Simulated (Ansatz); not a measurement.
**C2HF2Ge (SMILES C#[C][Ge]([F])[F]): UPBE/6-31G(d) (spherical functions)**

Aim: the vertical ionisation energy of C2HF2Ge at UPBE/6-31G* (spherical functions), from 2 runs. 

The results are computed with Ansatz 0.2.0.

69 further runs of the same task are left out: 69 set aside as unsound or not needed.

### Step 1. Starting point

The species is C2HF2Ge (6 atoms), meant as a doublet with charge 0. As SMILES, `C#[C][Ge]([F])[F]`. The shape is that of a PBE0-D4/def2-TZVP optimisation.

Bond lengths: C1–C2 1.206 Å, C2–Ge3 1.892 Å, Ge3–F4 1.728 Å, Ge3–F5 1.728 Å, C1–H6 1.067 Å. Angles: C1–C2–Ge3 171.1°, C2–Ge3–F4 108.5°, C2–Ge3–F5 108.5°, F4–Ge3–F5 104.7°, C2–C1–H6 178.2°.

### Step 2. The energy at UPBE/6-31G(d) (spherical functions)

File job.yaml:

```yaml
crystal:
  periodic: [false, false, false]
  atoms:
    - {symbol: C, position_ang: [-0.190100, 0.518400, 1.692900]}
    - {symbol: C, position_ang: [-0.131400, 0.204200, 0.530300]}
    - {symbol: Ge, position_ang: [-0.289600, -0.139700, -1.323100]}
    - {symbol: F, position_ang: [-0.276600, -1.850600, -1.565100]}
    - {symbol: F, position_ang: [1.142900, 0.424100, -2.108200]}
    - {symbol: H, position_ang: [-0.213200, 0.779700, 2.727000]}
basis:
  gaussian:
    orbitals: 6-31G_st_-spherical.json
output: {orbitals: {seedname: orbitals}}
hamiltonian:
  xc: pbe
total_charge: 0
magnetization:
  spin_polarized: true
  initial_magnetization: 1
accuracy: high
```

The basis set 6-31G* is read from a file made from the Basis Set Exchange's data (not shown).

Command:

```console
$ ansatz run job.yaml --threads 1 --pin off --max-ram 3480MiB --events-out events.jsonl --progress --plain --runs-dir runs
```

The log of the run:

```text
Warning: RAYON_NUM_THREADS=1 ignored (pool sized by the plan → 1); use --threads N
Functional definition: PBE
  name "PBE"
  parameter kappa = 0.804
  parameter beta = 0.06672455060314922
  exchange = pbe_x(kappa = kappa, mu = beta*pi^2/3)
  correlation = pbe_c(beta = beta)
1871 factors; integrals over basis functions are off by at most 9.0e-9 eV
mean field evaluation 1: about -64008.6626 eV, gradient 4.3e1 eV
mean field evaluation 2: about -63980.5182 eV, gradient 8.6e1 eV
mean field evaluation 4: about -64015.5544 eV, gradient 1.4e1 eV
mean field evaluation 8: about -64016.5697 eV, gradient 3.8e-1 eV
mean field evaluation 16: about -64016.5673 eV, gradient 4.3e-4 eV
mean field -64016.56728069 eV, -2352.5654555776 hartree, gradient 9.1e-8 eV, S^2 0.751268; 0 other end points of the search recorded, 0 dependent functions left out
reference -64016.56728431 eV, -2352.5654557106 hartree; 32, 31 occupied and 58, 59 virtual orbitals, 1871 factors
Total energy: -64016.56728431 eV, -2352.5654557106 hartree
```

Run time: 11 s. Hardware: 1 thread of Arm Neoverse V2, shared host; peak memory 0.27 GiB.

### Step 3. The singlet cation, same level

File run.yaml:

```yaml
crystal:
  periodic: [false, false, false]
  atoms:
    - {symbol: C, position_ang: [-0.190100, 0.518400, 1.692900]}
    - {symbol: C, position_ang: [-0.131400, 0.204200, 0.530300]}
    - {symbol: Ge, position_ang: [-0.289600, -0.139700, -1.323100]}
    - {symbol: F, position_ang: [-0.276600, -1.850600, -1.565100]}
    - {symbol: F, position_ang: [1.142900, 0.424100, -2.108200]}
    - {symbol: H, position_ang: [-0.213200, 0.779700, 2.727000]}
basis:
  gaussian:
    orbitals: 6-31G_st_-spherical.json
accuracy: high
total_charge: 1
output:
  orbitals: {seedname: orbitals}
hamiltonian:
  xc: {name: PBE}
```

The basis set 6-31G* is read from a file made from the Basis Set Exchange's data (not shown).

Command:

```console
$ ansatz run run.yaml --threads 1 --pin off --max-ram 3480MiB --events-out events.jsonl --progress --plain --runs-dir runs
```

The log of the run:

```text
Warning: RAYON_NUM_THREADS=1 ignored (pool sized by the plan → 1); use --threads N
Functional definition: PBE
  name "PBE"
  parameter kappa = 0.804
  parameter beta = 0.06672455060314922
  exchange = pbe_x(kappa = kappa, mu = beta*pi^2/3)
  correlation = pbe_c(beta = beta)
1872 factors; integrals over basis functions are off by at most 9.0e-9 eV
mean field evaluation 1: about -63987.9560 eV, gradient 9.8e1 eV
mean field evaluation 2: about -63882.3658 eV, gradient 2.5e2 eV
mean field evaluation 4: about -64000.9061 eV, gradient 5.1e1 eV
mean field evaluation 8: about -64007.2250 eV, gradient 4.8e-1 eV
mean field evaluation 16: about -64007.2225 eV, gradient 7.0e-4 eV
mean field evaluation 32: about -64003.0409 eV, gradient 1.3e1 eV
mean field -64007.22252672 eV, -2352.2220422034 hartree, gradient 6.7e-8 eV, S^2 0.000000; 2 other end points of the search recorded, 0 dependent functions left out
reference -64007.22253049 eV, -2352.2220423417 hartree; 31, 31 occupied and 59, 59 virtual orbitals, 1872 factors
Total energy: -64007.22253049 eV, -2352.2220423417 hartree
```

Wall time 7.2 s (1 thread of Arm Neoverse V2, shared host); peak memory 0.21 GiB.

### Step 4. Outcome

Level: UPBE/6-31G* (spherical functions).

```
                                           quantity           value
                      doublet C2HF2Ge: total energy  -2352.56546 Eh
doublet C2HF2Ge: HOMO energy (highest over α and β)        -5.99 eV
 doublet C2HF2Ge: LUMO energy (lowest over α and β)        -4.73 eV
                              doublet C2HF2Ge: ⟨S²⟩           0.751
                       singlet cation: total energy  -2352.22204 Eh
                        singlet cation: HOMO energy       -13.76 eV
                        singlet cation: LUMO energy       -12.60 eV
                      singlet cation: HOMO–LUMO gap         1.16 eV
 vertical ionisation energy (to the singlet cation)        9.345 eV
```

**Reading.** Removing an electron at fixed nuclei costs 9.34 eV (902 kJ/mol). Only the singlet of the ionised species was computed; a triplet could lie lower.
